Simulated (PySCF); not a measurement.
# HgCl₂: relaxation and vibrations of the singlet

Where does singlet HgCl₂ go from a bent start, is the end point a minimum, and what are its modes, charges and moments?

The runs use PySCF 2.14.0; PBE0, basis Hg def2-TZVP with ECP60, Cl def2-TZVP, scalar-relativistic core potentials, no spin–orbit coupling, density fitting.

**1. The starting structure**

3 atoms, charge 0, spin multiplicity 1.

Bond lengths: Hg1–Cl2 2.320 Å, Hg1–Cl3 2.320 Å. Angles: Cl2–Hg1–Cl3 110.0°.

Z-matrix (Å, degrees; charge 0 multiplicity 1):
```
Hg
Cl 1 2.3200
Cl 1 2.3200 2 110.00
```

**2. Bent start, singlet: relaxation**

The steps below are one call of a driver around PySCF. For each, scf.py gives the equivalent set-up of the SCF; relaxations use the driver's own optimiser. Before each start the driver seeks the lowest SCF state from one or more starting densities and follows internal instabilities, so scf.py alone need not reach the same state.

The program finds C2v symmetry in the start, which this walk keeps. Threshold on the gradient: 0.0003 Eh/bohr, with a further test on the energy change.

Input file scf.py:

```python
from pyscf import gto, scf, dft
mol = gto.M(atom='''
Hg     0.000000     0.000000    -0.342270
Cl     1.900400    -0.000000     0.988430
Cl    -1.900400     0.000000     0.988430''',
    basis={'Hg': 'def2-TZVP', 'Cl': 'def2-TZVP'},
    ecp={'Hg': 'def2-TZVP'},
    charge=0, spin=0)
mf = dft.RKS(mol, xc='PBE0')
mf.grids.atom_grid = (50, 194)
aux = {'Hg': 'def2-universal-JKFIT', 'Cl': 'def2-universal-JKFIT'}
mf = mf.density_fit(auxbasis=aux)
mf.kernel()
```

After this run come: Frequencies.

**Question.** What will these runs give? Wanted: minimum; geometry; wavenumbers; dipole moment; highest occupied, lowest empty level; polar-tensor charge of Hg1; zero-point energy; atomisation energy.

**Answer**, as computed:

| quantity | value |
| --- | --- |
| minimum | singlet, D∞h |
| geometry | Hg–Cl 2.258 Å (×2); Cl–Hg–Cl 180.0° |
| wavenumbers (cm⁻¹) | 100 (πu), 356 (σg+), 410 (σu+) |
| dipole moment | 0.00 D |
| highest occupied, lowest empty level | -8.91, -2.29 eV |
| polar-tensor charge of Hg1 | +0.90 e |
| zero-point energy | 5.8 kJ/mol |
| entropy at 298.15 K | 288.5 J/(mol K) |
| atomisation energy (no zero-point energy) | 450 kJ/mol |

**Reading.** From C2v at the start the molecule goes to a D∞h minimum. The strongest infrared band lies at 410 cm⁻¹ (σu+, stretch). Hg1 has a polar-tensor charge of +0.9 e (a dipole derivative, not a static charge), yet symmetry cancels the bond dipoles. Only this shape and spin were tried, so other structures or states may lie lower. A two-component treatment could change these values noticeably.
